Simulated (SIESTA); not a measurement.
The system is HPbNO4.

```
CELL_PARAMETERS angstrom
6.85876 0.00000 -0.01491
0.00000 4.22865 0.00000
-3.37519 0.00000 7.28194
ATOMIC_POSITIONS crystal
H 0.22549 0.75000 0.50730
H 0.77451 0.25000 0.49270
Pb 0.30229 0.25000 0.28494
Pb 0.69771 0.75000 0.71506
N 0.21484 0.75000 0.83567
N 0.78516 0.25000 0.16433
O 0.33078 0.75000 0.45338
O 0.40909 0.75000 0.86901
O 0.15508 0.75000 0.96537
O 0.07083 0.75000 0.66955
O 0.66922 0.25000 0.54661
O 0.59091 0.25000 0.13099
O 0.84492 0.25000 0.03463
O 0.92917 0.25000 0.33045
```

The cell was built by a generator and needn't be a form met in nature.

| Item | Value |
| --- | --- |
| Program | SIESTA 5.4.2 |
| Task | single point |
| Functional | PBE |
| Potentials or basis | PseudoDojo 0.4 standard (PBE files) |
| Basis | DZP (energy shift 0.003 Ry; two zetas on semicore shells) |
| Grid cutoff | 800 Ry |
| Energy shift | 0.003 Ry |
| k mesh | 5 × 6 × 4 |
| Occupations | fermi-dirac, width 0.05 eV |
| Spin | no spin polarisation |

On this cell: pressure 2.6 GPa; largest force 1.363 eV/Å; band gap on the k mesh 3.06 eV, indirect (least direct gap 3.20 eV).

The same run follows on a disturbed copy (atoms moved at random, drawn with an rms of 0.05 Å):

```xyz
14
Lattice="6.8588 0.0000 -0.0149 0.0000 4.2287 0.0000 -3.3752 0.0000 7.2819" Properties=species:S:1:pos:R:3 pbc="T T T"
H    -0.2248    3.1330    3.7197
H     3.6294    1.0174    3.5983
Pb    1.1585    1.0791    2.0724
Pb    2.3854    3.1404    5.1773
N    -1.3994    3.1171    6.0798
N     4.8442    1.0991    1.1822
O     0.6845    3.1548    3.2830
O    -0.1395    3.1861    6.2898
O    -2.2194    3.1910    7.0322
O    -1.8017    3.1896    4.8976
O     2.6592    1.0239    3.9569
O     3.6132    1.0645    0.9208
O     5.6717    1.1223    0.2437
O     5.2466    1.0543    2.3564
```

Q: What does the disturbed cell give?

A: The energy moves by +22.0 meV/atom; pressure 3.3 GPa; largest force 3.235 eV/Å; band gap on the k mesh 2.90 eV, indirect (least direct gap 3.00 eV).

Forces in eV/Å, atoms in the order of the input:
```
H    0.358  0.058 -0.188
H   -1.110  0.036  0.246
Pb  -0.369 -0.106 -0.434
Pb  -0.489 -0.001  0.416
N    2.616  1.511  0.972
N   -1.575 -0.373 -1.050
O   -0.151  0.020  0.205
O   -0.146 -0.554  0.426
O   -1.061 -0.501  1.259
O   -1.239 -0.456 -2.715
O    1.687  0.032 -0.268
O   -1.140  0.119 -0.179
O    1.699  0.171 -1.792
O    0.919  0.043  3.102
```

Stress tensor (GPa, compression positive):
```
 2.00 -0.06  1.30
-0.06  0.51 -0.10
 1.30 -0.10  7.41
```

Caveats: spin-orbit coupling is left out, which as a rule narrows the gap of such compounds by several tenths of an eV; an odd mesh through Γ misses points on the zone boundary, where band edges often lie; the basis of atomic orbitals isn't converged, which shifts pressures, moduli and gaps; forces of over 1 eV/Å show positions far from the minimum, so gaps and moduli don't describe the material at rest (some runs).
